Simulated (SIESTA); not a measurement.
Bi2Te3 (Tellurobismuthite):

```xyz
5
Lattice="2.1930 1.2661 10.1657 -2.1930 1.2661 10.1657 0.0000 -2.5323 10.1657" Properties=species:S:1:pos:R:3 pbc="T T T"
Bi    0.0000    0.0000   18.2982
Bi    0.0000    0.0000   12.1988
Te    0.0000    0.0000   24.1079
Te    0.0000    0.0000    6.3891
Te    0.0000    0.0000    0.0000
```

Base run:

```yaml
Program: SIESTA 5.4.2
Functional: PBE
Potentials_or_basis: PseudoDojo 0.4 standard (PBE files)
Basis: DZP (energy shift 0.003 Ry; two zetas on semicore shells)
Grid_cutoff: 500 Ry
Energy_shift: 0.003 Ry
k_mesh: 7 × 7 × 7
Occupations: fermi-dirac, width 0.05 eV
Spin: no spin polarisation
```

Its results: band gap on the k mesh 0.27 eV, direct; pressure 2.7 GPa; largest force 0.177 eV/Å.

Question: After a change of settings the same cell gave: band gap on the k mesh 0.25 eV, direct; pressure 0.9 GPa; largest force 0.139 eV/Å. Which change was it?
A. basis from DZP (energy shift 0.003 Ry; two zetas on semicore shells) to DZ (energy shift 0.003 Ry; two zetas on semicore shells)
B. basis from DZP (energy shift 0.003 Ry; two zetas on semicore shells) to TZP (energy shift 0.003 Ry; two zetas on semicore shells)
C. functional from PBE to BLYP
D. functional from PBE to vdW-DF-cx

Answer: D.

Caveats: spin-orbit coupling is left out, which as a rule narrows the gap of such compounds by several tenths of an eV; the basis of atomic orbitals isn't converged, which shifts pressures, moduli and gaps; an odd mesh through Γ misses points on the zone boundary, where band edges often lie (some runs); the potentials were made for another functional, which shifts forces and pressure (some runs).

Not every run made on this cell is shown here.
